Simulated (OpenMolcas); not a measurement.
**One shape, several levels: singlet [SiNHF3]+**

Aim: a comparison of 6 runs (BHLYP/6-31G*, BLYP/6-31G*, M06-2X/6-31G*, PBE0/6-31G*, TPSS/6-31G*, CCSD(T)/6-31G*) of singlet [SiNHF3]+. 

The results are computed with OpenMolcas 26.06.

1 further run of the same task is left out (set aside as unsound or not needed).

## 1. The molecule

[SiNHF3]+: 6 atoms, total charge +1, spin state singlet. As SMILES of the parent species, `[NH][Si](F)(F)F`. The coordinates come from a PBE0-D4/def2-TZVP relaxation. That shape belongs to the parent species and isn't relaxed for this state.

Bond lengths: N1–Si2 1.723 Å, Si2–F3 1.568 Å, Si2–F4 1.573 Å, Si2–F5 1.573 Å, N1–H6 1.021 Å. Angles: N1–Si2–F3 109.4°, N1–Si2–F4 111.5°, N1–Si2–F5 111.4°, F3–Si2–F4 107.8°, F3–Si2–F5 107.8°, F4–Si2–F5 108.9°, Si2–N1–H6 114.3°.

## 2. A single-point energy at BHLYP/6-31G(d) (spherical functions) (run 1)

Input file calc.inp:

```
&GATEWAY
BasLib
$CurrDir
BasisSet
N.6-31Gs....
N1 -0.974500 0.604600 0.713900 angstrom
End of Basis
BasisSet
Si.6-31Gs....
Si2 0.193600 -0.089600 -0.346100 angstrom
End of Basis
BasisSet
F.6-31Gs....
F3 -0.087100 0.387600 -1.812600 angstrom
F4 0.123100 -1.661400 -0.330200 angstrom
F5 1.652300 0.359600 0.035600 angstrom
End of Basis
BasisSet
H.6-31Gs....
H6 -0.865300 0.335400 1.693200 angstrom
End of Basis
&SEWARD
GridInput
Grid=UltraFine
End of Grid
&SCF
Charge
1
KSDFT
HYB_GGA_XC_BHANDHLYP
Thresholds
1e-10 1e-07 1e-07 1e-05
PrOrbitals
1 2
```

The basis set 6-31G* is read from a file made from the Basis Set Exchange's data (not shown).

Launch:

```bash
$ export MOLCAS_MEM=1860
$ pymolcas calc.inp > calc.log
```

The program printed:

```text
--- Start Module: gateway ---
[...]
--- Stop Module: gateway /rc=_RC_ALL_IS_WELL_ ---
--- Start Module: seward ---
[...]
      Basis functions           76
--- Stop Module: seward /rc=_RC_ALL_IS_WELL_ ---
[...]
--- Start Module: scf ---
[...]
       Convergence after  22 Iterations
[...]
::    Total KS-DFT energy                            -643.8750196078
[...]
      Total spin, S                                     0.0000000000
[...]
      Total electronic charge=   48.000000
      Total            charge=    1.000000
[...]
      Dipole Moment (debye):
      Origin of the operator (angstrom)=    0.2298   -0.1107   -0.3802
                   X= -3.7331E+00               Y=  1.7236E+00               Z=  6.0259E+00           Total=  7.2951E+00
      Center of Charge (angstrom)
[...]
--- Stop Module: scf /rc=_RC_ALL_IS_WELL_ ---
[...]
```

Wall time 20 s (1 thread of Intel Xeon Platinum 8375C at 2.90GHz (Ice Lake), shared host); peak memory 0.43 GiB.

## 3. The energy at BLYP/6-31G(d) (spherical functions) (run 2)

Input file coord.xyz:

```xyz
6

N     -0.974500     0.604600     0.713900
Si     0.193600    -0.089600    -0.346100
F     -0.087100     0.387600    -1.812600
F      0.123100    -1.661400    -0.330200
F      1.652300     0.359600     0.035600
H     -0.865300     0.335400     1.693200
```

Input file job.inp:

```
>>> EXPORT MOLCAS_PRINT=2

&GATEWAY
  BasLib=$CurrDir
  Coord=coord.xyz
  Basis=6-31Gs
  Group=NoSym

&SEWARD
  GridInput
  Grid=UltraFine
  End of Grid

&SCF
  Charge=1
  KSDFT=BLYP
  Thresholds=1e-10 1e-07 1e-07 1e-05
  PrOrbitals=1 2
```

The basis set 6-31G* is read from a file made from the Basis Set Exchange's data (not shown).

Launch:

```bash
$ export MOLCAS_MEM=1860
$ pymolcas job.inp > job.log
```

The program printed:

```text
--- Start Module: gateway ---
[...]
--- Stop Module: gateway /rc=_RC_ALL_IS_WELL_ ---
--- Start Module: seward ---
[...]
      Basis functions           76
--- Stop Module: seward /rc=_RC_ALL_IS_WELL_ ---
[...]
--- Start Module: scf ---
[...]
       Convergence after  42 Iterations
[...]
::    Total KS-DFT energy                            -643.9845880328
[...]
      Total spin, S                                     0.0000000000
[...]
      Total electronic charge=   48.000000
      Total            charge=    1.000000
[...]
      Dipole Moment (debye):
      Origin of the operator (angstrom)=    0.2298   -0.1107   -0.3802
                   X= -2.1072E+00               Y=  8.0695E-01               Z=  4.3120E+00           Total=  4.8667E+00
      Center of Charge (angstrom)
[...]
--- Stop Module: scf /rc=_RC_ALL_IS_WELL_ ---
[...]
```

It took 36 s on 1 thread of Intel Xeon Platinum 8375C at 2.90GHz (Ice Lake), shared host; peak memory 0.43 GiB.

Runs 3 to 4 aren't shown in full; the table further down has their settings and results.

## 4. The energy at TPSS/6-31G(d) (spherical functions) (run 5)

Input file struct.xyz:

```xyz
6

N     -0.974500     0.604600     0.713900
Si     0.193600    -0.089600    -0.346100
F     -0.087100     0.387600    -1.812600
F      0.123100    -1.661400    -0.330200
F      1.652300     0.359600     0.035600
H     -0.865300     0.335400     1.693200
```

Input file job.inp:

```
* F3HNSi Kohn-Sham DFT
>>> EXPORT MOLCAS_PRINT=2

&gateway
 baslib = $CurrDir
 coord = struct.xyz
 basis = 6-31Gs
 group = NoSym

&seward
 gridinput
 Grid=UltraFine
 End of Grid

&scf
 charge = 1
 ksdft = 2
 1.0 MGGA_X_TPSS
 1.0 MGGA_C_TPSS
 thresholds = 1e-10 1e-07 1e-07 1e-05
 prorbitals = 1
```

The basis set 6-31G* is read from a file made from the Basis Set Exchange's data (not shown).

Launch:

```bash
$ export MOLCAS_MEM=1860
$ pymolcas job.inp > job.log
```

The program printed:

```text
--- Start Module: gateway ---
[...]
--- Stop Module: gateway /rc=_RC_ALL_IS_WELL_ ---
--- Start Module: seward ---
[...]
      Basis functions           76
--- Stop Module: seward /rc=_RC_ALL_IS_WELL_ ---
[...]
--- Start Module: scf ---
[...]
       Convergence after  37 Iterations
[...]
::    Total KS-DFT energy                            -644.0619810459
[...]
      Total spin, S                                     0.0000000000
[...]
      Total electronic charge=   48.000000
      Total            charge=    1.000000
[...]
      Dipole Moment (debye):
      Origin of the operator (angstrom)=    0.2298   -0.1107   -0.3802
                   X= -2.2296E+00               Y=  8.6844E-01               Z=  4.4843E+00           Total=  5.0827E+00
      Center of Charge (angstrom)
[...]
--- Stop Module: scf /rc=_RC_ALL_IS_WELL_ ---
[...]
```

Run time: 46 s. Hardware: 1 thread of Intel Xeon Platinum 8375C at 2.90GHz (Ice Lake), shared host; peak memory 0.43 GiB.

## 5. A single-point energy at CCSD(T)/6-31G(d) (spherical functions) (run 6)

Input file geom.xyz:

```xyz
6

N     -0.974500     0.604600     0.713900
Si     0.193600    -0.089600    -0.346100
F     -0.087100     0.387600    -1.812600
F      0.123100    -1.661400    -0.330200
F      1.652300     0.359600     0.035600
H     -0.865300     0.335400     1.693200
```

Input file test.inp:

```
&gateway
 baslib
 $CurrDir
 coord
 geom.xyz
 basis
 6-31Gs
 group
 NoSym

&seward

&scf
 charge
 1
 thresholds
 1e-10 1e-07 1e-07 1e-05
 prorbitals
 1 2

&rasscf
 fileorb
 $Project.ScfOrb
 spin
 1
 nactel
 0 0 0
 inactive
 24
 ras2
 0
 outorbitals
 Canonical
 orblisting
 Nothing

&motra
 jobiph
 frozen
 9

&ccsdt
 cct
 triples
 2
 iterations
 80
 accuracy
 1e-08
 extrapolation
 5 4
```

The basis set 6-31G* is read from a file made from the Basis Set Exchange's data (not shown).

Launch:

```bash
$ export MOLCAS_MEM=1860
$ pymolcas test.inp > test.log
```

The program printed:

```text
--- Start Module: gateway ---
[...]
--- Stop Module: gateway /rc=_RC_ALL_IS_WELL_ ---
[...]
      Basis functions           76
[...]
       Convergence after  23 Iterations
[...]
::    Total SCF energy                               -641.9716982353
[...]
      Total spin, S                                     0.0000000000
[...]
      Number of active orbitals                  0
[...]
      Spin quantum number                      0.0
[...]
      Active orbitals                            0
[...]
      Number of CSFs                             1
[...]
      Number of root(s) required                 1
[...]
      Convergence after  4 iterations
[...]
      Natural orbitals and occupation numbers for root  1
      ************************************************************************************************************************
      *                                                    Final results                                                     *
      ************************************************************************************************************************
[...]
::    RASSCF root number  1 Total energy:   -641.97169824
[...]
      Total electronic charge=   48.000000
      Total            charge=    1.000000
[...]
      Dipole Moment (debye):
      Origin of the operator (angstrom)=    0.2298   -0.1107   -0.3802
                   X= -4.2566E+00               Y=  2.0303E+00               Z=  6.5008E+00           Total=  8.0313E+00
      Center of Charge (angstrom)
[...]
--- Start Module: motra ---
[...]
--- Stop Module: motra /rc=_RC_ALL_IS_WELL_ ---
--- Start Module: ccsdt ---
[...]
      Convergence after                    30  Iterations
      Total energy (diff) :    -642.70274239       0.00000001
[...]
 METHOD                       : CCSD+T(CCSD)+<T3(1)WT1> = CCSD(T)
[...]
       CCSD     =      -642.7027423946851
[...]
```

Run time: 60 s. Hardware: 1 thread of Intel Xeon Platinum 8375C at 2.90GHz (Ice Lake), shared host; peak memory 0.43 GiB.

## 6. Overview of the runs

```
run                                 level  integration grid  frozen core orbitals  energy (Eh)  HOMO energy (eV)  LUMO energy (eV)  HOMO–LUMO gap (eV)  wall time
  1    BHLYP/6-31G* (spherical functions)         UltraFine                     –  -643.875020            -20.07            -14.60                5.47       20 s
  2     BLYP/6-31G* (spherical functions)         UltraFine                     –  -643.984588            -16.01            -15.98                0.03       36 s
  3   M06-2X/6-31G* (spherical functions)         UltraFine                     –  -643.857722            -20.09            -14.70                5.39       26 s
  4     PBE0/6-31G* (spherical functions)         UltraFine                     –  -643.534247            -18.26            -15.76                2.50       25 s
  5     TPSS/6-31G* (spherical functions)         UltraFine                     –  -644.061981            -16.39            -16.12                0.28       46 s
  6  CCSD(T)/6-31G* (spherical functions)                 –                     9  -642.718273            -23.55            -10.84               12.70       60 s
```

## 7. Results

| quantity | value |
| --- | --- |
| run 6: total energy | -642.71827 Eh |
| run 6: HOMO energy (Hartree–Fock orbitals) | -23.55 eV |
| run 6: LUMO energy (Hartree–Fock orbitals) | -10.84 eV |
| run 6: HOMO–LUMO gap (Hartree–Fock orbitals) | 12.70 eV |
| run 6: correlation energy (9 core orbitals frozen) | -746.6 mEh |
| run 6: (T) correction | -15.53 mEh |

Over runs 1, 2, 3, 4, 5 the HOMO–LUMO gap runs from 0.03 eV (BLYP/6-31G*) to 5.47 eV (BHLYP/6-31G*). Totals of different functionals can't be ranked against each other. All runs together took 3.5 min, the longest 60 s.
